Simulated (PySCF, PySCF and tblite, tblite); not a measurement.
# C7H14N3+: conformers and averaged spectra, part 2 of 2

PySCF and tblite. Atoms count from 0.

## Step 6: Shieldings, conformer 2: wB97X-D/pcSseg-1 in chloroform

What the job is given:

```
{"job": {"xc": "wB97X-D", "basis": "pcSseg-1", "solvent": "chloroform", "kind": "nmr", "pop": false}, "charge": 1, "multiplicity": 1}
C      0.631573     1.367526    -0.914205
C      0.720387     0.131417    -0.098020
C      1.866267    -0.556981     0.295985
N      3.256240    -0.219187    -0.027878
C      1.424181    -1.638389     1.069170
N      0.115798    -1.603026     1.139763
N     -0.301629    -0.552413     0.449130
C     -1.741919    -0.340294     0.387964
C     -2.286240    -0.683779    -0.996081
C     -2.133514     1.061486     0.841454
H      0.521968     2.242714    -0.273832
H      1.528255     1.496330    -1.517253
H     -0.221625     1.333852    -1.584336
H      3.497969     0.722638     0.311589
H      3.422674    -0.254600    -1.043972
H      3.868948    -0.905476     0.431587
H      1.987383    -2.407218     1.556144
H     -2.127809    -1.071194     1.106005
H     -1.975032     0.037412    -1.746932
H     -3.371367    -0.683573    -0.960394
H     -1.955065    -1.673753    -1.299179
H     -1.632955     1.318052     1.771859
H     -3.204747     1.086758     1.017512
H     -1.901477     1.811460     0.091476
```

Log:

```text
coarse grid: 19472 points
cycle   1  E = -438.9198475432  dE =  2.321e+00  |g| = 4.934e-01  |ddm| = 4.368e+00
cycle   2  E = -438.9474693056  dE = -2.762e-02  |g| = 4.573e-01  |ddm| = 9.782e-01
cycle   3  E = -438.9878056578  dE = -4.034e-02  |g| = 7.286e-02  |ddm| = 3.635e-01
cycle   4  E = -438.9887923342  dE = -9.867e-04  |g| = 3.708e-02  |ddm| = 9.966e-02
cycle   5  E = -438.9890791460  dE = -2.868e-04  |g| = 6.237e-03  |ddm| = 3.256e-02
cycle   6  E = -438.9890907601  dE = -1.161e-05  |g| = 2.331e-03  |ddm| = 1.246e-02
cycle   7  E = -438.9890924245  dE = -1.664e-06  |g| = 7.619e-04  |ddm| = 3.419e-03
final grid: 186640 points
cycle   8  E = -439.0507073745  dE = -2.772e-04  |g| = 7.953e-03  |ddm| = 6.741e-02
cycle   9  E = -439.0507134434  dE = -6.069e-06  |g| = 6.914e-03  |ddm| = 1.265e-02
cycle  10  E = -439.0507227468  dE = -9.303e-06  |g| = 8.503e-04  |ddm| = 4.160e-03
cycle  11  E = -439.0507228780  dE = -1.312e-07  |g| = 5.701e-04  |ddm| = 1.379e-03
cycle  12  E = -439.0507229527  dE = -7.468e-08  |g| = 1.300e-04  |ddm| = 6.166e-04
cycle  13  E = -439.0507229567  dE = -4.031e-09  |g| = 3.227e-05  |ddm| = 1.515e-04
cycle  14  E = -439.0507229571  dE = -4.320e-10  |g| = 7.659e-06  |ddm| = 7.776e-05
converged SCF energy = -439.0507229571

GIAO shielding tensors (ppm)
atom      isotropic    diamagn.    paramagn.     s11        s22        s33       span
  0 C      175.606     249.046     -73.440    165.869    177.660    183.290     17.421
  1 C       45.394     258.648    -213.254    -16.682     16.594    136.271    152.952
  2 C       68.913     268.606    -199.693      3.859     89.311    113.570    109.711
  3 N      213.126     320.642    -107.516    202.263    214.980    222.135     19.872
  4 C       50.823     252.836    -202.014    -28.145     47.228    133.385    161.531
  5 N      -72.484     325.193    -397.677   -278.610    -82.639    143.796    422.406
  6 N       11.782     337.444    -325.662    -86.203     -4.707    126.256    212.459
  7 C      125.610     244.017    -118.406    103.863    106.833    166.136     62.273
  8 C      164.486     248.310     -83.824    148.591    159.094    185.775     37.184
  9 C      164.748     249.119     -84.371    150.073    159.433    184.738     34.665
 10 H       29.200      30.773      -1.574     24.498     27.447     35.653     11.155
 11 H       29.349      31.351      -2.002     23.446     28.991     35.611     12.165
 12 H       28.834      32.100      -3.266     22.658     29.632     34.214     11.556
 13 H       25.110      28.319      -3.209     17.885     22.428     35.017     17.132
 14 H       25.098      28.323      -3.225     18.042     22.198     35.052     17.010
 15 H       24.990      25.001      -0.010     17.271     22.271     35.429     18.157
 16 H       24.152      31.630      -7.478     21.236     24.606     26.614      5.377
 17 H       26.877      32.392      -5.515     22.599     26.643     31.389      8.790
 18 H       30.077      31.866      -1.789     25.317     30.499     34.415      9.098
 19 H       30.289      28.804       1.486     26.217     27.027     37.623     11.406
 20 H       30.275      31.017      -0.742     25.964     28.546     36.316     10.352
 21 H       30.295      31.585      -1.289     26.635     28.181     36.070      9.435
 22 H       30.133      28.937       1.197     25.794     27.132     37.473     11.679
 23 H       29.995      32.220      -2.225     25.458     30.413     34.114      8.656
```

Wall time 52 s (1 thread of AMD EPYC 9R45, shared host); peak memory 1.5 GiB.

This run: HOMO -10.04 eV, LUMO 1.18 eV.

## Step 7: Single-point energy, conformer 2: B3LYP/def2-SVP in chloroform

Changed since step 6:

```diff
@@ -1,2 +1,2 @@
-{"job": {"xc": "wB97X-D", "basis": "pcSseg-1", "solvent": "chloroform", "kind": "nmr", "pop": false}, "charge": 1, "multiplicity": 1}
+{"job": {"xc": "B3LYP", "basis": "def2-SVP", "solvent": "chloroform", "kind": "sp"}, "charge": 1, "multiplicity": 1}
 C      0.631573     1.367526    -0.914205
```

Log:

```text
coarse grid: 19472 points
cycle   1  E = -438.7899846754  dE =  1.694e+00  |g| = 5.153e-01  |ddm| = 5.211e+00
cycle   2  E = -438.7628849694  dE =  2.710e-02  |g| = 6.503e-01  |ddm| = 1.301e+00
cycle   3  E = -438.8580862311  dE = -9.520e-02  |g| = 1.114e-01  |ddm| = 6.636e-01
cycle   4  E = -438.8601043622  dE = -2.018e-03  |g| = 5.481e-02  |ddm| = 1.498e-01
cycle   5  E = -438.8607757680  dE = -6.714e-04  |g| = 9.655e-03  |ddm| = 6.277e-02
cycle   6  E = -438.8607944319  dE = -1.866e-05  |g| = 3.813e-03  |ddm| = 1.317e-02
cycle   7  E = -438.8607978854  dE = -3.454e-06  |g| = 8.558e-04  |ddm| = 4.386e-03
final grid: 186640 points
cycle   8  E = -438.9333064039  dE = -9.511e-05  |g| = 7.506e-03  |ddm| = 7.085e-02
cycle   9  E = -438.9333034121  dE =  2.992e-06  |g| = 8.424e-03  |ddm| = 1.524e-02
cycle  10  E = -438.9333207476  dE = -1.734e-05  |g| = 7.225e-04  |ddm| = 7.660e-03
cycle  11  E = -438.9333208580  dE = -1.104e-07  |g| = 2.480e-04  |ddm| = 9.854e-04
cycle  12  E = -438.9333208704  dE = -1.237e-08  |g| = 1.027e-04  |ddm| = 3.526e-04
cycle  13  E = -438.9333208728  dE = -2.353e-09  |g| = 3.245e-05  |ddm| = 1.342e-04
cycle  14  E = -438.9333208730  dE = -2.301e-10  |g| = 9.464e-06  |ddm| = 3.690e-05
converged SCF energy = -438.9333208730
```

Wall time 17 s (1 thread of AMD EPYC 9R45, shared host); peak memory 0.95 GiB.

This run: HOMO -7.87 eV, LUMO -0.69 eV.

## Step 8: Boltzmann average: properties at wB97X-D/pcSseg-1 in chloroform

What the job is given:

```
{"job": {"study": "conf", "smiles": "Cc1c([NH3+])cnn1C(C)C", "search": {"seed": 2467, "n_embed": 60, "ff_keep": 14, "window": 3.0, "nmax": 8, "temps": [200, 250, 298.15, 350, 400], "t_ref": 298.15, "order": 0.0005}, "level": {"nmr": {"xc": "wB97X-D", "basis": "pcSseg-1", "solvent": "chloroform"}, "sp": {"xc": "B3LYP", "basis": "def2-SVP", "solvent": "chloroform"}}, "kind": "conf"}, "charge": 1, "multiplicity": 1}
C      0.553975     1.140406    -1.715064
C      0.750590     0.351410    -0.473865
C      1.923687    -0.004846     0.187234
N      3.299787     0.325865    -0.196849
C      1.523285    -0.750686     1.305524
N      0.215639    -0.837822     1.319073
N     -0.238951    -0.183428     0.262625
C     -1.674415    -0.120967     0.033805
C     -2.332820     0.576167     1.220067
C     -2.207373    -1.538928    -0.144995
H     -0.048686     2.025710    -1.516611
H      1.506061     1.463056    -2.129112
H      0.037108     0.548484    -2.469299
H      3.530911    -0.058273    -1.124244
H      3.934216    -0.086341     0.499764
H      3.447036     1.345155    -0.216785
H      2.118802    -1.207580     2.068532
H     -1.835257     0.458654    -0.878990
H     -2.133506     0.016982     2.129686
H     -3.405899     0.626572     1.066108
H     -1.952285     1.588015     1.338402
H     -1.738214    -2.027811    -0.995599
H     -3.279315    -1.509437    -0.311824
H     -2.006110    -2.120591     0.749973
```

Log:

```text
conformer  sym    E(xTB)   E(DFT)   G(298.15 K)  weight  dipole/D
    1     Cs      0.000    0.000    0.000   0.9602   12.814
    2     C1      1.349    1.858    1.885   0.0398   12.191

mean shielding (ppm) by class
class atoms           200 K      250 K   298.15 K      350 K      400 K
  0 C  0            176.672    176.658    176.639    176.614    176.588
  1 C  1             45.386     45.386     45.386     45.387     45.387
  2 C  2             71.664     71.627     71.577     71.512     71.446
  3 N  3            213.366    213.362    213.358    213.352    213.347
  4 C  4             49.465     49.483     49.508      49.54     49.573
  5 N  5            -60.875    -61.031    -61.244    -61.516    -61.796
  6 N  6             11.996     11.994      11.99     11.985     11.979
  7 C  7            133.477    133.371    133.227    133.043    132.853
  8 C  8,9          162.006    162.041    162.089     162.15    162.213
  9 H  10,11,12      29.257     29.255     29.253      29.25     29.247
 10 H  13,14,15      25.042     25.043     25.043     25.044     25.044
 11 H  16            23.991     23.993     23.996       24.0     24.003
 12 H  17            27.392     27.385     27.375     27.363     27.351
 13 H  18,19,20      30.194     30.194     30.193     30.193     30.193
```

It took 2.4 min on 1 thread of AMD EPYC 9R45, shared host. This counts the runs that the step sums up.

The search (ETKDG and KDG, MMFF94s, GFN2-xTB) embedded 60 structures, kept 2 distinct ones after the force field and 2 after xTB; 2 were carried on (window 3.0 kcal/mol at the search's own energies). Energies: B3LYP/def2-SVP in chloroform with D3(BJ).

The conformers at 298 K:

```
no.  group  mirror pair  ΔE xTB  ΔE DFT    ΔG  weight (%)  N5–N6–C7–C8 (°)     A, B, C (GHz)
  1     Cs           no    0.00    0.00  0.00        96.0               61  2.44, 0.93, 0.79
  2     C1          yes    1.35    1.86  1.89         4.0             -107  2.36, 0.96, 0.81
```

Energies in kcal/mol. ΔG holds xTB vibrations and rotation, symmetry numbers and mirror pairs.

Weights (%) by temperature:

```
no.  200 K  250 K  298 K  350 K  400 K
  1   99.2   97.8   96.0   93.7   91.3
  2    0.8    2.2    4.0    6.3    8.7
```

How the weights hang on the way they are made:

```
                      scheme    1   2
             DFT free energy   96   4
DFT energy, symmetry counted   92   8
            DFT energy alone   96   4
xTB energy, symmetry counted   83  17
             xTB free energy   91   9
       lowest conformer only  100   0
               equal weights   50  50
```

Shifts against references run at the same level (¹H TMS 31.81, ¹³C TMS 187.7 ppm of shielding), by class of atoms, at 298 K:

```
                   atoms                                          environment      no. 1      no. 2    average
                      C1  substituted aromatic carbon next to a ring nitrogen      142.3      142.3      142.3
                      C4                  aromatic CH next to a ring nitrogen      138.3      136.9      138.2
                      C2                     aromatic carbon bearing nitrogen      116.0      118.8      116.1
                      C7                                   sp3 CH bonded to N       54.2       62.1       54.5
                  C8, C9                                        methyl carbon       25.7       23.1       25.6
                      C0                    methyl carbon on an aromatic ring       11.0       12.1       11.1
                     H16   hydrogen on an aromatic CH next to a ring nitrogen       7.82       7.66       7.82
           H13, H14, H15                     hydrogen on an ammonium nitrogen       6.77       6.75       6.77
                     H17                    hydrogen on an sp3 CH bonded to N       4.42       4.94       4.44
           H10, H11, H12      hydrogen on a methyl carbon on an aromatic ring       2.55       2.68       2.56
H18, H19, H20 and 3 more                          hydrogen on a methyl carbon       1.62       1.63       1.62
                      N5                   pyridine-type nitrogen of an azole  -60.8 (σ)  -72.5 (σ)  -61.2 (σ)
                      N6                           pyrrole-type ring nitrogen   12.0 (σ)   11.8 (σ)   12.0 (σ)
                      N3                                    ammonium nitrogen  213.4 (σ)  213.1 (σ)  213.4 (σ)
```

Effective distances for nuclear Overhauser effects, ⟨r⁻⁶⟩^(−1/6) over all pairs of two classes (Å): H17···H18 2.61; H10···H17 2.63; H13···H16 3.05; H10···H13 3.35; H10···H18 4.22.

## Step 9: Results

This closing draws on all 2 parts.

```
                                            quantity                                                value
                                          conformers  2; the first in weight is no. 1 (Cs), 96 % at 298 K
averaged ¹³C shifts (wB97X-D/pcSseg-1 in chloroform)            142.3, 138.2, 116.1, 54.5, 25.6, 11.1 ppm
 averaged ¹H shifts (wB97X-D/pcSseg-1 in chloroform)                     7.82, 6.77, 4.44, 2.56, 1.62 ppm
```

At 298 K conformer 1 holds 96 % of the ensemble (99 % at 200 K, 91 % at 400 K). Protons on O, N, S or Se exchange and bind to solvent, so their values hold for the lone molecule only.
